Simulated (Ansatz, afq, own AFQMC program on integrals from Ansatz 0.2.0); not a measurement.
# Ge₂H₂ (triplet): AFQMC on the coupled-cluster ladder at distance Ge1–Ge2 = 6.431 Å, cc-pVDZ

Aim: compute Ge₂H₂ (triplet) with auxiliary-field quantum Monte Carlo on the same integrals as coupled cluster, and set the energies side by side.

Method: cc-pVDZ, frozen cores; program: Ansatz 0.2.0, Gaussian basis, and an in-house AFQMC program (afq) on its integrals; all values are calculated.

The runs, in order: PBE (unrestricted); r2SCAN (unrestricted); PBE0 (unrestricted); B3LYP (unrestricted); wB97M-V (unrestricted); B2PLYP (unrestricted); CCSD(T) on UHF; CCSDT(Q) on UHF; Phaseless AFQMC, CISD trial on UHF.

2 further runs of the same task are left out: 2 that didn't finish.

## (1) What is computed

The geometry derives from a PBE0/def2-TZVP stationary point (not a proven minimum). One bond is set to the value named and the two fragments are kept rigid. No spin-orbit coupling is included. The filled d shell of Ge may be among the frozen orbitals whatever the setting's name suggests; the logs give the count.

4 atoms, charge 0, spin multiplicity 3.

Atoms are counted from 1 here; the program's logs count them from 0.

Bond lengths: Ge1–H3 1.581 Å, Ge2–H4 1.581 Å.

## (2) PBE (unrestricted)

Contents of in.yaml:

```yaml
crystal:
  periodic: [false, false, false]
  atoms:
    - {symbol: Ge, position_ang: [0.000000, -0.166981, 3.211161]}
    - {symbol: Ge, position_ang: [0.000000, 0.166981, -3.211161]}
    - {symbol: H, position_ang: [0.000000, 1.347947, 3.663908]}
    - {symbol: H, position_ang: [0.000000, -1.347947, -3.663908]}
basis:
  gaussian: {orbitals: cc-pVDZ}
magnetization: {spin_polarized: true, initial_magnetization: 2}
hamiltonian: {xc: {name: PBE}}
output: {orbitals: {seedname: orbitals}}
```

Started as:

```console
ansatz run in.yaml --threads 1 --pin off --events-out ev --progress --plain --max-ram 1382MiB
```

What it wrote:

```text
Functional definition: PBE
  name "PBE"
  cite "Perdew, Burke & Ernzerhof, Phys. Rev. Lett. 77, 3865 (1996) doi:10.1103/PhysRevLett.77.3865"
  parent pbe
  parameter kappa = 0.804
  parameter beta = 0.06672455060314922
  exchange = pbe_x(kappa = kappa, mu = beta*pi^2/3)
  correlation = pbe_c(beta = beta)
746 factors; integrals over basis functions are off by at most 1.1e-3 eV
mean field evaluation 1: about -113044.9406 eV, gradient 9.9e0 eV
mean field evaluation 2: about -113045.0208 eV, gradient 8.1e0 eV
mean field evaluation 4: about -113040.0709 eV, gradient 1.1e1 eV
mean field evaluation 8: about -113045.7147 eV, gradient 4.8e-1 eV
mean field evaluation 16: about -113044.9962 eV, gradient 8.2e0 eV
mean field evaluation 32: about -113045.7557 eV, gradient 1.8e-6 eV
mean field evaluation 64: about -113045.6252 eV, gradient 1.3e-1 eV
mean field evaluation 96: about -113045.6145 eV, gradient 3.1e-2 eV
mean field evaluation 128: about -113045.7554 eV, gradient 6.3e-3 eV
mean field evaluation 160: about -113045.7455 eV, gradient 8.4e-3 eV
mean field evaluation 192: about -113045.7158 eV, gradient 8.9e-2 eV
mean field evaluation 224: about -113045.7557 eV, gradient 1.6e-6 eV
mean field -113045.75571926 eV, -4154.3548975174 hartree, gradient 1.6e-6 eV, S^2 2.004478; 17 other end points of the search recorded, 0 dependent functions left out
reference -113045.75576378 eV, -4154.3548991537 hartree; 34, 32 occupied and 30, 32 virtual orbitals, 746 factors
Total energy: -113045.75576378 eV, -4154.3548991537 hartree
```

Run time: 41 s. Hardware: 1 thread of Arm Neoverse V1, shared host.

From the report: ⟨S²⟩ of the determinant 2.004 (pure triplet: 2.00).

## (3) r2SCAN (unrestricted)

Changes to in.yaml since step 2:

```diff
@@ -10,3 +10,2 @@
 magnetization: {spin_polarized: true, initial_magnetization: 2}
-hamiltonian: {xc: {name: PBE}}
-output: {orbitals: {seedname: orbitals}}
+hamiltonian: {xc: {name: r2SCAN}}
```

Launched as before.

What it wrote, shortened:

```text
Functional definition: r2SCAN
  name "r2SCAN"
  cite "Furness, Kaplan, Ning, Perdew & Sun, J. Phys. Chem. Lett. 11, 8208 (2020) doi:10.1021/acs.jpclett.0c02405"
  cite "Furness, Kaplan, Ning, Perdew & Sun, J. Phys. Chem. Lett. 11, 9248 (2020) doi:10.1021/acs.jpclett.0c03077"
  parent r2scan
[...]
746 factors; integrals over basis functions are off by at most 1.1e-3 eV
[...]
mean field -113062.20215516 eV, -4154.9592928890 hartree, gradient 2.6e-6 eV, S^2 2.010146; 10 other end points of the search recorded, 0 dependent functions left out
reference -113062.20217006 eV, -4154.9592934366 hartree; 34, 32 occupied and 30, 32 virtual orbitals, 746 factors
Total energy: -113062.20217006 eV, -4154.9592934366 hartree
```

It took 1.8 min on 1 thread of Arm Neoverse V1, shared host.

From the report: ⟨S²⟩ of the determinant 2.010 (pure triplet: 2.00).

## (4) PBE0 (unrestricted)

Changes to in.yaml since step 3:

```diff
@@ -10,2 +10,3 @@
 magnetization: {spin_polarized: true, initial_magnetization: 2}
-hamiltonian: {xc: {name: r2SCAN}}
+hamiltonian: {xc: {name: PBE0}}
+output: {orbitals: {seedname: orbitals}}
```

Launched as before.

What it wrote, shortened:

```text
Functional definition: PBE0
  name "PBE0"
  cite "Adamo & Barone, J. Chem. Phys. 110, 6158 (1999) doi:10.1063/1.478522"
  cite "Perdew, Burke & Ernzerhof, Phys. Rev. Lett. 77, 3865 (1996) doi:10.1103/PhysRevLett.77.3865"
  parent pbe
[...]
746 factors; integrals over basis functions are off by at most 1.1e-3 eV
[...]
mean field -113048.72551278 eV, -4154.4640354165 hartree, gradient 1.9e-6 eV, S^2 2.007014; 20 other end points of the search recorded, 0 dependent functions left out
reference -113048.72554617 eV, -4154.4640366434 hartree; 34, 32 occupied and 30, 32 virtual orbitals, 746 factors
Total energy: -113048.72554617 eV, -4154.4640366434 hartree
```

Run time: 72 s. Hardware: 1 thread of Arm Neoverse V1, shared host; peak memory 0.29 GiB.

From the report: ⟨S²⟩ of the determinant 2.007 (pure triplet: 2.00).

## (5) B3LYP (unrestricted)

Changes to in.yaml since step 4:

```diff
@@ -10,3 +10,2 @@
 magnetization: {spin_polarized: true, initial_magnetization: 2}
-hamiltonian: {xc: {name: PBE0}}
-output: {orbitals: {seedname: orbitals}}
+hamiltonian: {xc: {name: B3LYP}}
```

Launched as before.

What it wrote, shortened:

```text
Functional definition: B3LYP
  name "B3LYP"
  cite "Stephens, Devlin, Chabalowski & Frisch, J. Phys. Chem. 98, 11623 (1994) doi:10.1021/j100096a001"
  cite "Becke, Phys. Rev. A 38, 3098 (1988) doi:10.1103/PhysRevA.38.3098"
  cite "Lee, Yang & Parr, Phys. Rev. B 37, 785 (1988) doi:10.1103/PhysRevB.37.785"
  cite "Vosko, Wilk & Nusair, Can. J. Phys. 58, 1200 (1980) doi:10.1139/p80-159"
[...]
746 factors; integrals over basis functions are off by at most 1.1e-3 eV
[...]
mean field -113065.88297327 eV, -4155.0945604595 hartree, gradient 2.7e-6 eV, S^2 2.004543; 17 other end points of the search recorded, 0 dependent functions left out
reference -113065.88325936 eV, -4155.0945709733 hartree; 34, 32 occupied and 30, 32 virtual orbitals, 746 factors
Total energy: -113065.88325936 eV, -4155.0945709733 hartree
```

It took 79 s on 1 thread of Arm Neoverse V1, shared host; peak memory 0.29 GiB.

From the report: ⟨S²⟩ of the determinant 2.005 (pure triplet: 2.00).

## (6) wB97M-V (unrestricted)

Changes to in.yaml since step 5:

```diff
@@ -10,2 +10,3 @@
 magnetization: {spin_polarized: true, initial_magnetization: 2}
-hamiltonian: {xc: {name: B3LYP}}
+hamiltonian: {xc: {name: wB97M-V}}
+output: {orbitals: {seedname: orbitals}}
```

The command is unchanged.

What it wrote, shortened:

```text
Functional definition: wB97M-V
  name "wB97M-V"
  cite "Mardirossian & Head-Gordon, J. Chem. Phys. 144, 214110 (2016) doi:10.1063/1.4952647"
  cite "Becke, J. Chem. Phys. 107, 8554 (1997) doi:10.1063/1.475007"
  cite "Vydrov & Van Voorhis, J. Chem. Phys. 133, 244103 (2010) doi:10.1063/1.3521275"
  # Of w^i u^j: cxij and so on, Table III.
[...]
  gx(w, u) = 1 - cx + cx01*u + cx10*w
  gss(w, u) = css00 + css04*u^4 + css10*w + css20*w^2 + css43*w^4*u^3
  gos(w, u) = cos00 + cos10*w + (cos20 + cos21*u)*w^2 + (cos60 + cos61*u)*w^6
[...]
      + integral(e_c_pw_mod_opposite_spin*gos(b97_w_opposite, b97_u_opposite)) + vv10(b, c)
746 factors; integrals over basis functions are off by at most 1.1e-3 eV
204 factors; integrals over basis functions are off by at most 5.3e-6 eV
[...]
mean field -113056.76619769 eV, -4154.7595251368 hartree, gradient 1.9e-6 eV, S^2 2.004737; 4 other end points of the search recorded, 0 dependent functions left out
reference -113056.76624350 eV, -4154.7595268202 hartree; 34, 32 occupied and 30, 32 virtual orbitals, 746 factors
Total energy: -113056.76624350 eV, -4154.7595268202 hartree
```

Run time: 76 s. Hardware: 1 thread of Arm Neoverse V1, shared host; peak memory 0.35 GiB.

From the report: ⟨S²⟩ of the determinant 2.005 (pure triplet: 2.00).

## (7) B2PLYP (unrestricted)

Changes to in.yaml since step 6:

```diff
@@ -10,3 +10,3 @@
 magnetization: {spin_polarized: true, initial_magnetization: 2}
-hamiltonian: {xc: {name: wB97M-V}}
-output: {orbitals: {seedname: orbitals}}
+hamiltonian: {xc: {name: B2PLYP}}
+correlation: {electrons: outside_noble_gas}
```

Same command.

What it wrote, shortened:

```text
Functional definition: B2PLYP
  name "B2PLYP"
  cite "Grimme, J. Chem. Phys. 124, 034108 (2006) doi:10.1063/1.2148954"
  cite "Becke, Phys. Rev. A 38, 3098 (1988) doi:10.1103/PhysRevA.38.3098"
  cite "Lee, Yang & Parr, Phys. Rev. B 37, 785 (1988) doi:10.1103/PhysRevB.37.785"
[...]
746 factors; integrals over basis functions are off by at most 1.1e-3 eV
[...]
mean field -113039.25850440 eV, -4154.1161292753 hartree, gradient 3.2e-10 eV, S^2 2.009321; 17 other end points of the search recorded, 0 dependent functions left out
28 core orbitals not correlated: weight in the atoms' cores, before any rotation towards them, 0.999 or more for the frozen orbitals, at most 0.000 for the correlated occupied ones
reference -113039.25868559 eV, -4154.1161359340 hartree; 6, 4 occupied and 30, 32 virtual orbitals, 746 factors
second order -4.22205116 eV of doubles, -0.00000000 eV of singles
Total energy: -113040.39863941 eV, -4154.1580284640 hartree
```

It took 65 s on 1 thread of Arm Neoverse V1, shared host.

From the report: ⟨S²⟩ of the determinant 2.009 (pure triplet: 2.00).

## (8) CCSD(T) on UHF

Changes to in.yaml since step 7:

```diff
@@ -10,3 +10,2 @@
 magnetization: {spin_polarized: true, initial_magnetization: 2}
-hamiltonian: {xc: {name: B2PLYP}}
-correlation: {electrons: outside_noble_gas}
+correlation: {method: ccsd_t, electrons: outside_noble_gas, hamiltonian_folder: ham}
```

Same command.

What it wrote, shortened:

```text
Functional definition: HF
  name "HF"
  cite "Fock, Z. Phys. 61, 126 (1930) doi:10.1007/BF01340294"
  parent pbe
[...]
746 factors; integrals over basis functions are off by at most 1.1e-3 eV
[...]
mean field -112974.20466038 eV, -4151.7254446028 hartree, gradient 1.9e-6 eV, S^2 2.022789; 34 other end points of the search recorded, 0 dependent functions left out
determinant -112974.20466038 eV, -4151.7254446028 hartree, with singles and doubles -112978.68337752 eV, -4151.8900344219 hartree
determinant -112974.20393011 eV, -4151.7254177657 hartree, with singles and doubles -112978.68277831 eV, -4151.8900124014 hartree
determinant -112974.19564119 eV, -4151.7251131537 hartree, with singles and doubles -112978.67578989 eV, -4151.8897555815 hartree
determinant -112974.19432009 eV, -4151.7250646041 hartree, with singles and doubles -112978.67393744 eV, -4151.8896875052 hartree
[...]
determinant -112974.20466038 eV, -4151.7254446028 hartree, with singles and doubles -112978.68338214 eV, -4151.8900345915 hartree
determinant -112974.20393011 eV, -4151.7254177657 hartree, with singles and doubles -112978.68277222 eV, -4151.8900121773 hartree
determinant -112974.19564119 eV, -4151.7251131537 hartree, with singles and doubles -112978.67580586 eV, -4151.8897561683 hartree
determinant -112974.19432009 eV, -4151.7250646041 hartree, with singles and doubles -112978.67396333 eV, -4151.8896884568 hartree
28 core orbitals not correlated: weight in the atoms' cores, before any rotation towards them, 1.000 or more for the frozen orbitals, at most 0.000 for the correlated occupied ones
reference -112974.20466038 eV, -4151.7254446028 hartree; 6, 4 occupied and 30, 32 virtual orbitals, 746 factors
second order -3.30202544 eV of doubles, -0.00000000 eV of singles
cycle   1  -4.47871529 eV  change    6.5e-6 eV  update   3.4e-6
perturbative correction -0.07579170 eV, -0.0027852935 hartree
Total energy: -112978.75916737 eV, -4151.8928196473 hartree
```

Run time: 70 s. Hardware: 1 thread of Arm Neoverse V1, shared host; peak memory 0.25 GiB.

From the report: ⟨S²⟩ of the determinant 2.023 (pure triplet: 2.00); correlation -4.5545 eV; T1 0.014; largest double amplitude 0.07.

This run also writes the integrals to the folder ham.

## (9) CCSDT(Q) on UHF

Changes to in.yaml since step 8:

```diff
@@ -10,2 +10,2 @@
 magnetization: {spin_polarized: true, initial_magnetization: 2}
-correlation: {method: ccsd_t, electrons: outside_noble_gas, hamiltonian_folder: ham}
+correlation: {method: ccsdt_q, electrons: outside_noble_gas}
```

Same command.

What it wrote, shortened:

```text
Functional definition: HF
  name "HF"
  cite "Fock, Z. Phys. 61, 126 (1930) doi:10.1007/BF01340294"
  parent pbe
[...]
1198 factors; integrals over basis functions are off by at most 1.6e-7 eV
[...]
mean field -112974.20472206 eV, -4151.7254468695 hartree, gradient 8.3e-7 eV, S^2 2.022789; 33 other end points of the search recorded, 0 dependent functions left out
determinant -112974.20472206 eV, -4151.7254468695 hartree, with singles and doubles -112978.68345243 eV, -4151.8900371746 hartree
determinant -112974.20399357 eV, -4151.7254200979 hartree, with singles and doubles -112978.68285530 eV, -4151.8900152306 hartree
determinant -112974.19571665 eV, -4151.7251159269 hartree, with singles and doubles -112978.67587834 eV, -4151.8897588321 hartree
determinant -112974.19437814 eV, -4151.7250667375 hartree, with singles and doubles -112978.67400883 eV, -4151.8896901286 hartree
[...]
determinant -112974.20399357 eV, -4151.7254200979 hartree, with singles and doubles -112978.68284860 eV, -4151.8900149844 hartree
determinant -112974.19571665 eV, -4151.7251159269 hartree, with singles and doubles -112978.67589424 eV, -4151.8897594165 hartree
determinant -112974.19437814 eV, -4151.7250667375 hartree, with singles and doubles -112978.67403464 eV, -4151.8896910773 hartree
28 core orbitals not correlated: weight in the atoms' cores, before any rotation towards them, 1.000 or more for the frozen orbitals, at most 0.000 for the correlated occupied ones
reference -112974.20472206 eV, -4151.7254468695 hartree; 6, 4 occupied and 30, 32 virtual orbitals, 1198 factors
second order -3.30205407 eV of doubles, -0.00000000 eV of singles
cycle   1  -4.09481838 eV  change   -7.9e-1 eV  update   8.3e-2
[...]
cycle  43  -4.57779468 eV  change    9.1e-8 eV  update   9.4e-7
perturbative correction -0.00210049 eV, -0.0000771916 hartree
Total energy: -112978.78461723 eV, -4151.8937549125 hartree
```

It took 2 min on 1 thread of Arm Neoverse V1, shared host; peak memory 0.32 GiB.

From the report: ⟨S²⟩ of the determinant 2.023 (pure triplet: 2.00); correlation -4.5799 eV; T1 0.014; largest double amplitude 0.07.

## (10) Phaseless AFQMC, CISD trial on UHF

It reads the integrals that the CCSD(T) run on this determinant wrote.

Started as:

```console
afq ham --method phaseless --trial cisd --walkers 60 --populations 1 --least-time 40 --time-step 0.005 --steps-per-block 50 --equilibration-blocks 40 --max-blocks 300 --target-error 0.00076 --factor-cut 1e-05 --start spin_pure --seed 6427 --release-times 0.24,0.51,0.99,1.62,2.4 --release-step 0.03 --release-every 4 --taylor-order 6
```

What it wrote:

```text
orbitals 36  electrons 6 4  factors 247 of 746
reference energy -4151.72544460 Eh
CCSD correlation -0.16458943 Eh in 14 cycles, weight of the determinant in the CISD state 0.8723
energy of the start -4151.889585 Eh
 block  time / (1/Eh)  mean weight  energy / Eh
     1     0.250  0.9983  -4151.887153
     2     0.500  0.9991  -4151.887499
     3     0.750  1.0001  -4151.888152
     4     1.000  1.0001  -4151.889770
     5     1.250  0.9982  -4151.890527
     6     1.500  0.9995  -4151.890563
     7     1.750  1.0013  -4151.890723
     8     2.000  0.9997  -4151.889802
     9     2.250  0.9999  -4151.891067
    10     2.500  0.9999  -4151.891081
    11     2.750  1.0011  -4151.891548
    16     4.000  1.0007  -4151.890238
    21     5.250  0.9990  -4151.890640
    26     6.500  1.0001  -4151.890058
    31     7.750  0.9995  -4151.891242
    36     9.000  1.0004  -4151.895623
    41    10.250  0.9993  -4151.893521
    46    11.500  1.0010  -4151.895367
    51    12.750  1.0011  -4151.892928
    56    14.000  1.0002  -4151.890771
    61    15.250  1.0003  -4151.898825
    66    16.500  0.9999  -4151.894568
    71    17.750  1.0003  -4151.892837
    76    19.000  1.0005  -4151.894360
    81    20.250  0.9995  -4151.893060
    86    21.500  1.0000  -4151.890791
    91    22.750  1.0000  -4151.889052
    96    24.000  0.9985  -4151.891818
   101    25.250  0.9998  -4151.894569
   106    26.500  0.9991  -4151.893664
   111    27.750  0.9986  -4151.895777
   116    29.000  1.0002  -4151.899883
   121    30.250  0.9983  -4151.895964
   126    31.500  1.0009  -4151.892130
   131    32.750  0.9984  -4151.894595
   136    34.000  1.0012  -4151.891385
   141    35.250  1.0007  -4151.893669
   146    36.500  1.0003  -4151.891699
   151    37.750  0.9998  -4151.892009
   156    39.000  1.0001  -4151.890873
   161    40.250  0.9997  -4151.892362
   166    41.500  1.0005  -4151.891354
   171    42.750  0.9996  -4151.893891
   176    44.000  0.9995  -4151.893735
   181    45.250  0.9974  -4151.890530
   186    46.500  0.9989  -4151.895588
   191    47.750  1.0004  -4151.892633
   196    49.000  0.9995  -4151.891527
blocks merged  error / Eh  count
     1  0.000195  160
     2  0.000236  80
     4  0.000287  40
     8  0.000301  20
    16  0.000339  10
released: time / (1/Eh)  energy / Eh  error  mean overlap
  0.24  -4151.893424  0.000343  0.9953
  0.51  -4151.893812  0.000277  0.9933
  0.99  -4151.893149  0.000191  1.0263
  1.62  -4151.893437  0.000367  1.0373
  2.40  -4151.893549  0.000343  1.0477
energy -4151.893102 +/- 0.000301 Eh
```

Wall time 3.8 min (1 thread of Arm Neoverse V1, shared host).

Energy -112978.7668 ± 0.0082 eV. Caveats: constraint bias not in the error.

## (11) All levels side by side

On the UHF determinant, counted from CCSDT(Q) (a yardstick, not exact):

| level | energy (eV) | from CCSDT(Q) (kJ/mol) | statistical error (kJ/mol) | time |
| --- | --- | --- | --- | --- |
| HF | -112974.2047 | +441.9 |  |  |
| MP2 | -112977.5067 | +123.3 |  |  |
| CCSD | -112978.6834 | +9.8 |  |  |
| CCSD(T) | -112978.7592 | +2.5 |  |  |
| CCSDT(Q) | -112978.7846 | 0.0 |  |  |
| Phaseless AFQMC, CISD trial, step 0.005, 60 walkers | -112978.7668 | +1.7 | 0.8 | 3.8 min |

The functionals' totals stand on their own zeros and serve differences with other points: PBE -113045.756 eV; r2SCAN -113062.202 eV; PBE0 -113048.726 eV; B3LYP -113065.883 eV; wB97M-V -113056.766 eV; B2PLYP -113040.399 eV.

## (12) Results

| quantity | value |
| --- | --- |
| CCSD(T) on UHF from CCSDT(Q) | +2.5 kJ/mol |
| Phaseless AFQMC, CISD trial on UHF from CCSDT(Q) | +1.7 ± 0.8 kJ/mol |

**Reading.** On UHF the phaseless walk with the CISD trial lies +1.7 kJ/mol from CCSDT(Q), within three error bars. Error bars are statistical and leave out the constraint, the time step and what remains of the start.
